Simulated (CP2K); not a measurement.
# AlRu in CP2K: work function with PBE

Aim: the work function of AlRu with PBE.

Program: CP2K 2026.2. These are calculated values, not measurements. Logs are shortened: lines on timing, memory, paths and dates and some standing lists are left out, and cuts for length are marked.

### Step 1. The cell of the first run

The cell holds a slab with vacuum, 8 atoms: a = 2.992 Å, b = 2.992 Å, c = 25.471 Å, α = 90.00°, β = 90.00°, γ = 90.00°.

### Step 2. Work function, PBE (the (1 0 0) slab of AlRu, cut from the database cell, not relaxed)

alru_workfunction.inp reads:

```
&GLOBAL
  PROJECT alru_workfunction
  RUN_TYPE ENERGY_FORCE
  PRINT_LEVEL LOW
&END GLOBAL
&FORCE_EVAL
  METHOD QS
  &DFT
    BASIS_SET_FILE_NAME BASIS_MOLOPT_UZH
    POTENTIAL_FILE_NAME POTENTIAL_UZH
    &MGRID
      CUTOFF 450
      REL_CUTOFF 60
      NGRIDS 5
    &END MGRID
    &QS
      METHOD GPW
      EPS_DEFAULT 1.0E-10
    &END QS
    &KPOINTS
      SCHEME MONKHORST-PACK 9 9 1
      GAMMA_CENTERED T
      SYMMETRY T
      SYMMETRY_BACKEND SPGLIB
    &END KPOINTS
    &SCF
      SCF_GUESS ATOMIC
      EPS_SCF 1.0E-6
      MAX_SCF 100
      ADDED_MOS 34
      CHOLESKY OFF
      EPS_EIGVAL 1.0E-7
      &DIAGONALIZATION ON
        ALGORITHM STANDARD
      &END DIAGONALIZATION
      &MIXING ON
        METHOD BROYDEN_MIXING
        ALPHA 0.2
        BETA 1.5
        NBUFFER 8
      &END MIXING
      &SMEAR ON
        METHOD FERMI_DIRAC
        ELECTRONIC_TEMPERATURE [K] 580.226
      &END SMEAR
    &END SCF
    &XC
      &XC_FUNCTIONAL PBE
      &END XC_FUNCTIONAL
    &END XC
    &PRINT
      &KPOINTS ON
      &END KPOINTS
      &MULLIKEN ON
      &END MULLIKEN
      &MO ON
        ENERGIES T
        OCCUPATION_NUMBERS T
        &EACH
          QS_SCF 0
        &END EACH
        ADD_LAST NUMERIC
      &END MO
      &LOWDIN ON
      &END LOWDIN
      &HIRSHFELD ON
        SHAPE_FUNCTION DENSITY
      &END HIRSHFELD
      &E_DENSITY_CUBE ON
        STRIDE 1
      &END E_DENSITY_CUBE
      &V_HARTREE_CUBE ON
        STRIDE 1
      &END V_HARTREE_CUBE
      &ELF_CUBE ON
        STRIDE 1
      &END ELF_CUBE
    &END PRINT
  &END DFT
  &SUBSYS
    &CELL
      ABC 2.9916000000 2.9916000000 25.4706000000
      ALPHA_BETA_GAMMA 90.0000000000 90.0000000000 90.0000000000
      PERIODIC XYZ
    &END CELL
    &COORD
      SCALED
      Ru  0.5000000000 0.5000000000 0.2944571388
      Al  0.0000000000 0.0000000000 0.3531836706
      Ru  0.5000000000 0.5000000000 0.4119102024
      Al  0.0000000000 0.0000000000 0.4706367341
      Ru  0.5000000000 0.5000000000 0.5293632659
      Al  0.0000000000 0.0000000000 0.5880897976
      Ru  0.5000000000 0.5000000000 0.6468163294
      Al  0.0000000000 0.0000000000 0.7055428612
    &END COORD
    &KIND Ru
      BASIS_SET TZVP-MOLOPT-PBE-GTH-q16
      POTENTIAL GTH-PBE-q16
    &END KIND
    &KIND Al
      BASIS_SET TZVP-MOLOPT-PBE-GTH-q3
      POTENTIAL GTH-PBE-q3
    &END KIND
    &PRINT
      &ATOMIC_COORDINATES ON
      &END ATOMIC_COORDINATES
      &CELL ON
      &END CELL
    &END PRINT
  &END SUBSYS
  &PRINT
    &FORCES ON
    &END FORCES
  &END PRINT
&END FORCE_EVAL
```

Potentials or basis: POTENTIAL_UZH Ru GTH-PBE-q16, Al GTH-PBE-q3; TZVP-MOLOPT-PBE-GTH basis.

Launch:

```bash
> OMP_NUM_THREADS=1 mpirun -n 2 cp2k.psmp -i alru_workfunction.inp -o alru_workfunction.out
```

alru_workfunction.out:

```text

 CP2K| version string:                                       CP2K version 2026.2
 CP2K| Input file name                                     alru_workfunction.inp

 GLOBAL| Force Environment number                                              1
 GLOBAL| Basis set file name                                    BASIS_MOLOPT_UZH
 GLOBAL| Potential file name                                       POTENTIAL_UZH
 GLOBAL| MM Potential file name                                     MM_POTENTIAL
 GLOBAL| Coordinate file name                                      __STD_INPUT__
 GLOBAL| Method name                                                        CP2K
 GLOBAL| Project name                                          alru_workfunction
 GLOBAL| Run type                                                   ENERGY_FORCE
 GLOBAL| FFT library                                                       FFTW3
 GLOBAL| Diagonalization library                                       ScaLAPACK
 GLOBAL| Cholesky decomposition library                                ScaLAPACK
 GLOBAL| DGEMM library                                                      BLAS
 GLOBAL| Direct generalized diagonalization requested                          F
 GLOBAL| Matrix multiplication library                                 ScaLAPACK
 GLOBAL| Global print level                                                  LOW
 GLOBAL| Total number of message passing processes                             2
 GLOBAL| Number of threads for this process                                    1
 GLOBAL| CPU model name                                                  UNKNOWN

 CELL| Volume [angstrom^3]:                                           227.953479
 CELL| Vector a [angstrom]:       2.992     0.000     0.000   |a| =     2.991600
 CELL| Vector b [angstrom]:       0.000     2.992     0.000   |b| =     2.991600
 CELL| Vector c [angstrom]:       0.000     0.000    25.471   |c| =    25.470600
 CELL| Angle (b,c), alpha [degree]:                                    90.000000
 CELL| Angle (a,c), beta  [degree]:                                    90.000000
 CELL| Angle (a,b), gamma [degree]:                                    90.000000
 CELL| Numerically orthorhombic:                                             YES
 CELL| Periodicity                                                           XYZ

 CELL_REF| Volume [angstrom^3]:                                       227.953479
 CELL_REF| Vector a [angstrom     2.992     0.000     0.000   |a| =     2.991600
 CELL_REF| Vector b [angstrom     0.000     2.992     0.000   |b| =     2.991600
 CELL_REF| Vector c [angstrom     0.000     0.000    25.471   |c| =    25.470600
 CELL_REF| Angle (b,c), alpha [degree]:                                90.000000
 CELL_REF| Angle (a,c), beta  [degree]:                                90.000000
 CELL_REF| Angle (a,b), gamma [degree]:                                90.000000
 CELL_REF| Numerically orthorhombic:                                         YES
 CELL_REF| Periodicity                                                       XYZ

[... 161 lines left out ...]
 MO|  Index      Eigenvalue [a.u.]        Eigenvalue [eV]             Occupation
 MO|      1              -2.483140             -67.569684               2.000000
 MO|      2              -2.482736             -67.558694               2.000000
 MO|      3              -2.480030             -67.485046               2.000000
 MO|      4              -2.477782             -67.423875               2.000000
 MO|      5              -1.388928             -37.794666               2.000000
 MO|      6              -1.388911             -37.794203               2.000000
[... 1078 lines left out ...]
 MO|     71               0.795492              21.646448               0.000000
 MO|     72               0.815678              22.195719               0.000000
 MO| Sum:                                                              72.991856
 MO| E(Fermi):            0.156362 a.u.          4.254825 eV

 [... the levels of further k-points ...]

 The electron density is written in Cube    file format to the file:

 alru_workfunction-ELECTRON_DENSITY-1_0.cube

 !-----------------------------------------------------------------------------!
                     Mulliken Population Analysis

 #  Atom  Element  Kind  Atomic population                           Net charge
       1     Ru       1         16.106011                             -0.106011
       2     Al       2          2.735395                              0.264605
       3     Ru       1         16.354891                             -0.354891
       4     Al       2          2.619012                              0.380988
       5     Ru       1         16.359711                             -0.359711
       6     Al       2          2.625267                              0.374733
       7     Ru       1         16.537216                             -0.537216
       8     Al       2          2.662497                              0.337503
 # Total charge                             76.000000                 -0.000000

 !-----------------------------------------------------------------------------!

 !-----------------------------------------------------------------------------!
                           Hirshfeld Charges

  #Atom  Element  Kind  Ref Charge     Population                    Net charge
      1       Ru     1      16.000         15.964                         0.036
      2       Al     2       3.000          3.055                        -0.055
      3       Ru     1      16.000         15.968                         0.032
      4       Al     2       3.000          3.028                        -0.028
      5       Ru     1      16.000         15.977                         0.023
      6       Al     2       3.000          3.027                        -0.027
      7       Ru     1      16.000         16.034                        -0.034
      8       Al     2       3.000          2.946                         0.054

  Total Charge                                                           -0.000
 !-----------------------------------------------------------------------------!

 LOWDIN POPULATION ANALYSIS

 #  Atom  Element  Kind  Atomic population                           Net charge
       1     Ru       1         16.353686                             -0.353686
       2     Al       2          2.198343                              0.801657
       3     Ru       1         16.863058                             -0.863058
       4     Al       2          2.168729                              0.831271
       5     Ru       1         16.854040                             -0.854040
       6     Al       2          2.190062                              0.809938
       7     Ru       1         17.348170                             -1.348170
       8     Al       2          2.023911                              0.976089
 # Total charge                             76.000000                 -0.000000

               ----- ELF is computed on the real space grid -----

 ELF is written in Cube    file format to the file:

 alru_workfunction-ELF_S1-1_0.cube

 ENERGY| Total FORCE_EVAL ( QS ) energy [hartree]           -385.167493699718364

 FORCES| Atomic forces [hartree/bohr]
 FORCES|   Atom     x               y               z               |f|
 FORCES|      1 -1.86871828E-09 -1.87035016E-09  9.79801227E-03   9.79801227E-03
 FORCES|      2  5.38417560E-12  6.52062333E-12 -5.38302311E-03   5.38302311E-03
 FORCES|      3 -1.34646082E-09 -1.34537908E-09 -7.06978746E-03   7.06978746E-03
 FORCES|      4  4.96343638E-12  4.11311928E-12  4.18823187E-03   4.18823187E-03
 FORCES|      5 -1.27332616E-09 -1.27227818E-09 -4.46496859E-03   4.46496859E-03
 FORCES|      6  5.23257073E-12  4.15174349E-12 -3.34054274E-03   3.34054274E-03
 FORCES|      7 -1.50453576E-09 -1.50296065E-09  3.09638515E-02   3.09638515E-02
 FORCES|      8  3.40446123E-12  2.06934898E-12 -2.47005748E-02   2.47005748E-02
 FORCES| Sum    -5.97405638E-09 -5.97411324E-09 -8.80101978E-06
 FORCES| Total atomic force                                       8.80102383E-06
```

Wall time 2.4 min (2 MPI ranks of Arm Neoverse V1, shared host).

What came out:

```yaml
Free_energy: -10480.9405 eV
Largest_force: 1.592 eV/Å
Band_gap_on_the_k_mesh: none (metal or under the smearing width)
Mulliken_charges: Ru -0.11, -0.35, -0.36, -0.54; Al +0.26, +0.38, +0.37, +0.34 e
Hirshfeld_charges: Ru +0.04, +0.03, +0.02, -0.03; Al -0.06, -0.03, +0.05 e
Work_function_of_the_upper_face: 3.61 eV
Work_function_of_the_lower_face: 4.19 eV
```

Forces in eV/Å, atoms in the order of the input:
```
Ru   0.000  0.000  0.504
Al   0.000  0.000 -0.277
Ru   0.000  0.000 -0.364
Al   0.000  0.000  0.215
Ru   0.000  0.000 -0.230
Al   0.000  0.000 -0.172
Ru   0.000  0.000  1.592
Al   0.000  0.000 -1.270
```

Caveat: Mulliken charges move with the basis; the two faces differ and no dipole correction was set, so the vacuum level slopes; the basis of atomic orbitals isn't converged, which shifts pressures, moduli and gaps.
